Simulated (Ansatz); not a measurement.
# GeH9NSi2: basis-set convergence

The task here is to estimate one member of a computed series from the others.

Program: Ansatz 0.2.0, Gaussian basis. Level of theory: one geometry, several basis sets. These are calculated values, not measurements.

The runs, in order: PBE0-D4/def2-SVP; ωB97M-V/def2-SVP; PBE0-D4/def2-QZVPP; ωB97M-V/def2-QZVPP; the functionals' def2-TZVPP values are taken from earlier runs.

## The geometry

An earlier PBE0-D4 in a triple-zeta def2 set relaxation fixed the geometry.

SMILES `[SiH3][SiH2][NH][GeH3]`, 13 atoms, charge 0, spin multiplicity 1.

Atoms are counted from 1 here; the program's logs count them from 0.

Bond lengths: Si1–Si2 2.343 Å, Si1–H5 1.488 Å, Si1–H6 1.489 Å, Si1–H7 1.491 Å, Si2–N3 1.723 Å, Si2–H8 1.489 Å, Si2–H9 1.496 Å, N3–Ge4 1.841 Å, N3–H10 1.009 Å, Ge4–H11 1.543 Å, Ge4–H12 1.538 Å, Ge4–H13 1.534 Å. Angles: Si2–Si1–H5 111.1°, Si2–Si1–H6 111.0°, Si2–Si1–H7 109.7°, H5–Si1–H6 108.8°, H5–Si1–H7 108.0°, H6–Si1–H7 108.1°, Si1–Si2–N3 110.1°, Si1–Si2–H8 110.6°, Si1–Si2–H9 108.2°, N3–Si2–H8 107.1°, N3–Si2–H9 114.2°, H8–Si2–H9 106.6°, Si2–N3–Ge4 126.9°, Si2–N3–H10 116.9°, Ge4–N3–H10 114.2°, N3–Ge4–H11 111.8°, N3–Ge4–H12 108.1°, N3–Ge4–H13 106.6° and more.

Set-up of the first run:

File in.yaml:

```yaml
crystal:
  periodic: [false, false, false]
  atoms:
    - {symbol: Si, position_ang: [-0.385777, 2.535775, -0.213699]}
    - {symbol: Si, position_ang: [-0.895233, 0.258822, -0.000569]}
    - {symbol: N, position_ang: [0.498687, -0.695113, -0.341372]}
    - {symbol: Ge, position_ang: [0.905137, -2.348022, 0.359997]}
    - {symbol: H, position_ang: [0.595387, 2.964237, 0.819977]}
    - {symbol: H, position_ang: [-1.611967, 3.370968, -0.085515]}
    - {symbol: H, position_ang: [0.213688, 2.794156, -1.554369]}
    - {symbol: H, position_ang: [-1.310831, -0.056755, 1.394073]}
    - {symbol: H, position_ang: [-2.071091, -0.040851, -0.875840]}
    - {symbol: H, position_ang: [1.027736, -0.453520, -1.166255]}
    - {symbol: H, position_ang: [0.289272, -3.491197, -0.473087]}
    - {symbol: H, position_ang: [2.435401, -2.498975, 0.369326]}
    - {symbol: H, position_ang: [0.329995, -2.374325, 1.782035]}
basis:
  gaussian: {orbitals: def2-SVP}
hamiltonian: {xc: pbe0, dispersion: d4}
output: {orbitals: {seedname: orbitals}}
```

On the command line:

```
$ ansatz run in.yaml --threads 4 --pin off --events-out ev --progress --plain --max-ram 10444MiB
```

Among the steps run: PBE0-D4 in def2-SVP; ωB97M-V in def2-SVP; PBE0-D4 in def2-QZVPP; ωB97M-V in def2-QZVPP.

One table of the session follows, with a row left open; its other results are not shown here.

It belongs to the step «Functionals by basis». 

```
functional       basis  HOMO (eV)  LUMO (eV)
   PBE0-D4    def2-SVP      -7.06      -0.06
   PBE0-D4  def2-TZVPP          ?          ?
   PBE0-D4  def2-QZVPP      -7.17      -0.49
   ωB97M-V    def2-SVP      -9.21       1.78
   ωB97M-V  def2-TZVPP      -9.33       1.32
   ωB97M-V  def2-QZVPP      -9.34       1.05
```

**Question.** Estimate the row for PBE0-D4, def2-TZVPP.

As computed: HOMO (eV): -7.15; LUMO (eV): -0.37. In the column «HOMO (eV)» it lies between PBE0-D4, def2-QZVPP (-7.17) and PBE0-D4, def2-SVP (-7.06).
